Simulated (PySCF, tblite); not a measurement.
**FH6O2Si3 radical, a cluster model of a defect (Si site with back bonds O[SiH3], O[SiH3], F): EPR parameters**

Wanted: the EPR parameters for `F[Si](O[SiH3])O[SiH3]`. It is drawn as: dangling bond.

Computed with tblite 0.8.0 and PySCF 2.14.0; each step states its level. No surroundings beyond the atoms listed, unless a continuum is named. Atoms count from 0, parts from 1.

### 1 Starting point

12 atoms, charge 0, multiplicity 2; geometry: distance geometry start.

### 2 Relaxing the cluster with GFN2-xTB

Job settings and geometry (Å):

```
{"job": {"kind": "relax", "xc": "GFN2-xTB", "basis": "xTB"}, "charge": 0, "multiplicity": 2}
Si    -0.365957     1.092743    -1.750259
O      0.961581     1.335213    -0.615504
Si     1.256116     0.286077     0.780412
O     -0.908604    -0.566680    -2.024194
Si    -1.686926    -1.562714    -0.808215
F     -0.306356     2.082567    -3.128927
H      1.653780    -1.021068     0.364616
H      2.282049     0.847391     1.588063
H      0.056763     0.186383     1.573071
H     -0.797883    -2.601056    -0.392001
H     -2.858886    -2.133712    -1.346486
H     -2.015106    -0.769275     0.324625
```

With the program's defaults for keys left out, this is: GFN2-xTB geometry optimisation, gas phase.

Run with:

```
$ OMP_NUM_THREADS=1 python cluster_run.py task.json out
```

The driver reads the jobs from task.json and runs them one after another.

Log:

```text
step      E/eV     max force
  0    -578.53237    2.710
  1    -578.93110    2.258
  2    -579.43028    1.597
  3    -579.54751    1.319
  4    -579.80168    1.197
  5    -579.88440    1.026
  6    -579.93910    0.605
  7    -579.97118    0.673
  8    -580.03993    0.912
  9    -580.08647    0.768
 10    -580.10848    0.325
 11    -580.11959    0.315
 12    -580.13752    0.454
 13    -580.16274    0.586
 14    -580.19950    0.611
 15    -580.23662    0.558
 16    -580.26337    0.472
 17    -580.28481    0.354
 18    -580.29385    0.249
 19    -580.29918    0.222
 20    -580.30797    0.251
 21    -580.32028    0.416
 22    -580.33537    0.479
 23    -580.34438    0.341
 24    -580.34701    0.382
 25    -580.35269    0.153
 26    -580.35562    0.151
 27    -580.36217    0.250
 28    -580.37059    0.329
 29    -580.37664    0.286
 30    -580.37960    0.177
 31    -580.38088    0.106
 32    -580.38195    0.085
 33    -580.38339    0.103
 34    -580.38502    0.105
 35    -580.38639    0.108
 36    -580.38719    0.095
 37    -580.38780    0.068
 38    -580.38830    0.058
 39    -580.38904    0.075
 40    -580.38950    0.089
 41    -580.39021    0.078
 42    -580.39072    0.060
 43    -580.39109    0.038
 44    -580.39125    0.034
 45    -580.39137    0.033
 46    -580.39153    0.043
 47    -580.39182    0.057
 48    -580.39228    0.064
 49    -580.39278    0.052
 50    -580.39312    0.033
 51    -580.39331    0.033
 52    -580.39349    0.043
 53    -580.39376    0.050
 54    -580.39412    0.039
 55    -580.39438    0.039
 56    -580.39450    0.030
 57    -580.39458    0.033
 58    -580.39469    0.028
 59    -580.39483    0.031
 60    -580.39499    0.037
 61    -580.39513    0.027
 62    -580.39521    0.024
 63    -580.39526    0.018
 64    -580.39529    0.016
 65    -580.39532    0.015
 66    -580.39537    0.020
 67    -580.39544    0.029
 68    -580.39554    0.029
 69    -580.39562    0.019
 70    -580.39566    0.020
 71    -580.39571    0.021
 72    -580.39581    0.035
 73    -580.39600    0.054
 74    -580.39632    0.065
 75    -580.39662    0.047
 76    -580.39675    0.025
 77    -580.39680    0.016
 78    -580.39684    0.017
 79    -580.39690    0.022
 80    -580.39699    0.034
 81    -580.39708    0.031
 82    -580.39714    0.017
 83    -580.39716    0.009
 84    -580.39717    0.010
 85    -580.39719    0.010
 86    -580.39721    0.009
 87    -580.39722    0.010
 88    -580.39723    0.009
 89    -580.39724    0.010
 90    -580.39725    0.010
 91    -580.39726    0.011
 92    -580.39727    0.011
 93    -580.39729    0.017
 94    -580.39732    0.029
 95    -580.39740    0.043
 96    -580.39755    0.055
 97    -580.39779    0.059
 98    -580.39805    0.046
 99    -580.39821    0.035
100    -580.39820    0.100
101    -580.39851    0.058
102    -580.39866    0.036
103    -580.39903    0.030
104    -580.39920    0.032
105    -580.39928    0.024
106    -580.39934    0.020
107    -580.39941    0.015
108    -580.39946    0.021
109    -580.39951    0.021
110    -580.39955    0.018
111    -580.39959    0.012
112    -580.39961    0.010
113    -580.39962    0.009
114    -580.39964    0.011
115    -580.39966    0.015
116    -580.39969    0.018
117    -580.39972    0.013
118    -580.39973    0.010
119    -580.39975    0.011
120    -580.39976    0.014
121    -580.39978    0.012
122    -580.39979    0.006
```

Run time: 3 s. Hardware: 1 thread of Arm Neoverse V1, shared host.

Relaxation path:

| step | energy from step 0 (eV) | largest force (eV/Å) |
| --- | --- | --- |
| 0 | 0.0000 | 2.7103 |
| 5 | -1.3520 | 1.0252 |
| 10 | -1.5761 | 0.3255 |
| 15 | -1.7043 | 0.5579 |
| 20 | -1.7756 | 0.2510 |
| 25 | -1.8203 | 0.1526 |
| 30 | -1.8472 | 0.1764 |
| 35 | -1.8540 | 0.1081 |
| 40 | -1.8571 | 0.0880 |
| 45 | -1.8590 | 0.0336 |
| 50 | -1.8607 | 0.0326 |
| 55 | -1.8620 | 0.0385 |
| 60 | -1.8626 | 0.0369 |
| 65 | -1.8629 | 0.0146 |
| 70 | -1.8633 | 0.0198 |
| 75 | -1.8642 | 0.0468 |
| 80 | -1.8646 | 0.0331 |
| 85 | -1.8648 | 0.0108 |
| 90 | -1.8649 | 0.0103 |
| 95 | -1.8650 | 0.0432 |
| 100 | -1.8658 | 0.0997 |
| 105 | -1.8669 | 0.0237 |
| 110 | -1.8672 | 0.0180 |
| 115 | -1.8673 | 0.0143 |
| 120 | -1.8674 | 0.0134 |
| 122 | -1.8674 | 0.0064 |

Close pairs (by a distance rule), those that changed most:

| bond | before (Å) | after (Å) | change (Å) |
| --- | --- | --- | --- |
| Si0–O3 | 1.767 | 1.605 | -0.162 |
| Si0–O1 | 1.763 | 1.605 | -0.158 |
| O1–Si2 | 1.771 | 1.633 | -0.138 |
| O3–Si4 | 1.754 | 1.633 | -0.121 |
| Si0–F5 | 1.698 | 1.616 | -0.082 |
| Si4–H10 | 1.410 | 1.458 | +0.048 |
| Si4–H11 | 1.421 | 1.463 | +0.041 |
| Si2–H7 | 1.421 | 1.458 | +0.037 |

### 3 Relaxing the molecule at PBE0-D3(BJ)/def2-SVP

Job settings and geometry (Å):

```
{"job": {"xc": "PBE0", "basis": "def2-SVP", "d3": "d3bj", "grid": 2, "kind": "geom", "shake": 0.01}, "charge": 0, "multiplicity": 2}
Si    -0.130969     1.311503    -1.194384
O      0.790381     1.464905     0.087834
Si     1.598956     0.676653     1.249784
O     -1.248681     0.209054    -1.061458
Si    -1.723395    -1.249853    -0.459690
F      0.801203     0.855244    -2.409253
H      2.455526    -0.360311     0.645248
H      2.410849     1.764495     1.849984
H      0.630524     0.101425     2.186925
H     -0.618238    -2.190859    -0.588491
H     -2.889773    -1.579469    -1.257752
H     -2.037894    -1.030372     0.968254
```

Log:

```text
step   0  E = -1121.43463346  max force = 0.041454
step   1  E = -1121.44717032  max force = 0.005879
step   2  E = -1121.44731375  max force = 0.002711
step   3  E = -1121.44736426  max force = 0.001050
step   4  E = -1121.44742468  max force = 0.002927
step   5  E = -1121.44747300  max force = 0.007676
step   6  E = -1121.44757422  max force = 0.004570
step   7  E = -1121.44764930  max force = 0.000634
step   8  E = -1121.44765441  max force = 0.000464
step   9  E = -1121.44765667  max force = 0.000363
optimisation converged
```

Wall time 2.7 min (1 thread of Arm Neoverse V1, shared host); peak memory 0.68 GiB.

Step by step:

| step | energy from step 0 (eV) | largest force component (eV/Å) |
| --- | --- | --- |
| 0 | 0.0000 | 2.1317 |
| 1 | -0.3411 | 0.3023 |
| 2 | -0.3450 | 0.1394 |
| 3 | -0.3464 | 0.0540 |
| 4 | -0.3481 | 0.1505 |
| 5 | -0.3494 | 0.3947 |
| 6 | -0.3521 | 0.2350 |
| 7 | -0.3542 | 0.0326 |
| 8 | -0.3543 | 0.0239 |
| 9 | -0.3544 | 0.0187 |

Close pairs (by a distance rule), those that changed most:

| bond | before (Å) | after (Å) | change (Å) |
| --- | --- | --- | --- |
| Si0–O3 | 1.576 | 1.638 | +0.062 |
| Si0–O1 | 1.586 | 1.639 | +0.052 |
| O1–Si2 | 1.620 | 1.665 | +0.045 |
| Si4–H10 | 1.451 | 1.489 | +0.037 |
| Si4–H9 | 1.457 | 1.494 | +0.037 |
| Si2–H8 | 1.465 | 1.493 | +0.028 |
| Si0–F5 | 1.598 | 1.622 | +0.025 |
| Si2–H6 | 1.475 | 1.492 | +0.017 |

The final coordinates are the input of the step that follows.

| at the end point | value |
| --- | --- |
| point group (found at 0.08 Å tolerance) | C1 |
| rotational constants (GHz, main isotopes) | 2.088, 1.281, 0.875 |
| dipole moment (D) | 1.74 |
| ⟨S²⟩ | 0.751 |

### 4 g tensor and hyperfine couplings: B3LYP/IGLO-III+pcH-1

Job settings and geometry (Å):

```
{"job": {"kind": "epr"}, "charge": 0, "multiplicity": 2}
Si    -0.201190     1.414941    -1.208234
O      0.826258     1.420472     0.068534
Si     1.797764     0.620873     1.159259
O     -1.299220     0.207653    -1.069866
Si    -1.871301    -1.187020    -0.366005
F      0.668117     1.137165    -2.549727
H      2.812064    -0.200161     0.436335
H      2.475828     1.633913     2.012997
H      0.956621    -0.272943     2.010037
H     -0.725725    -2.032547     0.085984
H     -2.680000    -1.928950    -1.371860
H     -2.720814    -0.841031     0.809591
```

Level: UKS B3LYP, IGLO-III on F O Si, pcH-1 on H, non-relativistic, mean-field spin-orbit, GIAO.

Log:

```text
UKS, coarse grid
  cycle   1  E = -1122.50939530  |g| = 9.06e-01
  cycle   2  E = -1121.88513074  |g| = 1.59e+00
  cycle   3  E = -1122.77062713  |g| = 1.01e-01
  cycle   4  E = -1122.77287597  |g| = 7.96e-02
  cycle   5  E = -1122.77470618  |g| = 1.56e-02
  cycle   6  E = -1122.77477323  |g| = 1.79e-03
  cycle   7  E = -1122.77477538  |g| = 1.12e-03
  cycle   8  E = -1122.77477597  |g| = 4.74e-04
UKS, final grid
  cycle   1  E = -1122.77463852  |g| = 9.68e-04
  cycle   2  E = -1122.77463766  |g| = 1.87e-03
  cycle   3  E = -1122.77463885  |g| = 3.36e-05
  cycle   4  E = -1122.77463885  |g| = 2.03e-05
E = -1122.77463885 Eh   <S^2> = 0.7510 (exact 0.7500)
g shifts (ppm)      1          2          3
  rmc          -215       -215       -215
  gc            115        100         54
  oz_so       -1795      -1691       -227
  total       -1895      -1805       -387
hyperfine (MHz)  atom isotope    a_iso     a_fc   dipolar eigenvalues
    0  29Si   -1366.87   -1367.94   -112.32     55.94     56.38
    1   17O    -114.01    -113.99    -15.44      7.22      8.22
    2  29Si     -21.07     -21.11     -6.91      3.39      3.53
    3   17O    -107.05    -107.04    -17.71      8.41      9.30
    4  29Si     -15.72     -15.76     -5.96      2.87      3.09
    5   19F     374.72     373.97   -134.99   -129.12    264.11
    6    1H       4.30       4.30     -1.19     -0.68      1.87
    7    1H      -0.08      -0.08     -1.12     -0.80      1.92
    8    1H       0.81       0.81     -1.20     -0.80      2.00
    9    1H       4.77       4.77     -1.22     -0.71      1.93
   10    1H       2.50       2.50     -1.12     -0.76      1.88
   11    1H      -1.21      -1.21     -1.22     -0.94      2.16
```

Run time: 99 s. Hardware: 1 thread of Arm Neoverse V1, shared host; peak memory 0.97 GiB.

Principal g values 2.00042, 2.00051, 2.00193; g(iso) = 2.00096, against 2.00232 for a free electron.

Hyperfine couplings, nucleus by nucleus at this fixed geometry (no averaging over rotations):

| nuclei | isotope | a(iso) (MHz) | a(iso) (G, at g = 2.0023) | largest dipolar term (MHz) |
| --- | --- | --- | --- | --- |
| Si0 | 29Si | -1366.9 | -487.7 | -112.3 |
| F5 | 19F | 374.7 | 133.7 | 264.1 |
| O1 | 17O | -114.0 | -40.7 | -15.4 |
| O3 | 17O | -107.1 | -38.2 | -17.7 |
| Si2 | 29Si | -21.1 | -7.5 | -6.9 |
| Si4 | 29Si | -15.7 | -5.6 | -6.0 |
| H9 | 1H | 4.8 | 1.7 | 1.9 |
| H6 | 1H | 4.3 | 1.5 | 1.9 |
| H10 | 1H | 2.5 | 0.9 | 1.9 |
| H11 | 1H | -1.2 | -0.4 | 2.2 |
| H8 | 1H | 0.8 | 0.3 | 2.0 |
| H7 | 1H | -0.1 | 0.0 | 1.9 |

Mulliken spin populations:

| atom | value (e) |
| --- | --- |
| Si0 | 0.89 |
| O1 | 0.01 |
| Si2 | 0.03 |
| O3 | 0.02 |
| Si4 | 0.02 |
| F5 | 0.02 |
| H6 | 0.00 |
| H7 | 0.00 |
| H8 | 0.00 |
| H9 | 0.00 |
| H10 | 0.00 |
| H11 | 0.00 |

In first order the couplings over 0.8 MHz of 19F, 1H give 60 distinct lines over 138.6 G.

### 5 EPR parameters: BHandHLYP/IGLO-III+pcH-1

The job, as its differences from that of step 4:

```diff
@@ -1,2 +1,2 @@
-{"job": {"kind": "epr"}, "charge": 0, "multiplicity": 2}
+{"job": {"kind": "epr", "xc": "BHandHLYP"}, "charge": 0, "multiplicity": 2}
 Si    -0.201190     1.414941    -1.208234
```

Method: UKS BHandHLYP, IGLO-III on F O Si, pcH-1 on H, non-relativistic, mean-field spin-orbit, GIAO.

Log:

```text
UKS, coarse grid
  cycle   1  E = -1122.40205893  |g| = 7.57e-01
  cycle   2  E = -1122.32626319  |g| = 9.19e-01
  cycle   3  E = -1122.59980782  |g| = 4.83e-02
  cycle   4  E = -1122.60086316  |g| = 2.98e-02
  cycle   5  E = -1122.60114979  |g| = 9.13e-03
  cycle   6  E = -1122.60118356  |g| = 1.83e-03
  cycle   7  E = -1122.60118702  |g| = 4.08e-04
UKS, final grid
  cycle   1  E = -1122.60109756  |g| = 2.59e-04
  cycle   2  E = -1122.60109758  |g| = 2.76e-04
  cycle   3  E = -1122.60109760  |g| = 5.25e-05
  cycle   4  E = -1122.60109761  |g| = 1.91e-05
E = -1122.60109761 Eh   <S^2> = 0.7514 (exact 0.7500)
g shifts (ppm)      1          2          3
  rmc          -216       -216       -216
  gc            116        105         51
  oz_so       -1901      -1766       -214
  total       -2001      -1878       -380
hyperfine (MHz)  atom isotope    a_iso     a_fc   dipolar eigenvalues
    0  29Si   -1387.46   -1388.54   -119.32     59.21     60.11
    1   17O    -110.91    -110.90    -15.20      7.11      8.08
    2  29Si     -18.35     -18.39     -6.22      3.03      3.19
    3   17O    -104.83    -104.82    -17.34      8.24      9.09
    4  29Si     -13.48     -13.51     -5.32      2.54      2.78
    5   19F     396.03     395.34   -129.42   -124.36    253.78
    6    1H       3.75       3.75     -1.13     -0.72      1.85
    7    1H      -0.06      -0.06     -1.08     -0.83      1.91
    8    1H       0.79       0.79     -1.16     -0.83      1.98
    9    1H       4.05       4.05     -1.16     -0.75      1.91
   10    1H       2.24       2.24     -1.07     -0.79      1.86
   11    1H      -1.21      -1.21     -1.20     -0.96      2.16
```

It took 1.8 min on 1 thread of Arm Neoverse V1, shared host; peak memory 0.98 GiB.

In short: g(iso) 2.00090.

### 6 Run by run: EPR parameters

g, ⟨S²⟩ and isotropic hyperfine couplings (MHz), with basis size and wall time:

| run | g(iso) | ⟨S²⟩ | 29Si Si0 | 19F F5 | 17O O1 | 17O O3 | 29Si Si2 | functions | time |
| --- | --- | --- | --- | --- | --- | --- | --- | --- | --- |
| B3LYP/IGLO-III+pcH-1 | 2.00096 | 0.751 | -1366.9 | 374.7 | -114.0 | -107.1 | -21.1 | 297 | 99 s |
| BHandHLYP/IGLO-III+pcH-1 | 2.00090 | 0.751 | -1387.5 | 396.0 | -110.9 | -104.8 | -18.4 | 297 | 1.8 min |

### 7 What came out

| quantity | value |
| --- | --- |
| point group | C1 |
| rotational constants (main isotopes) | 2.09, 1.28, 0.88 GHz |
| g(iso) (B3LYP) | 2.00096 |
| ⟨S²⟩ | 0.751 (exact 0.75) |
| largest a(iso) | 29Si on Si0, -1366.9 MHz |

What this shows: The optimisation took 9 steps and gained 0.354 eV; among the close pairs (by a distance rule), Si0–O3 changed most, from 1.576 to 1.638 Å (PBE0/def2-SVP). No frequency check was run at this level, so the end point may be a saddle. Most of the unpaired spin sits on Si0 (0.89 e). The isotropic g lies 1.4 ppt below the free-electron value. The coupling of 29Si on Si0 runs from -1387.5 (BHandHLYP/IGLO-III+pcH-1) to -1366.9 MHz (B3LYP/IGLO-III+pcH-1). A capped cluster stands for the solid here, so long-range fields and strain are missing, and bands or shifts of the capping hydrogens have no counterpart in it.
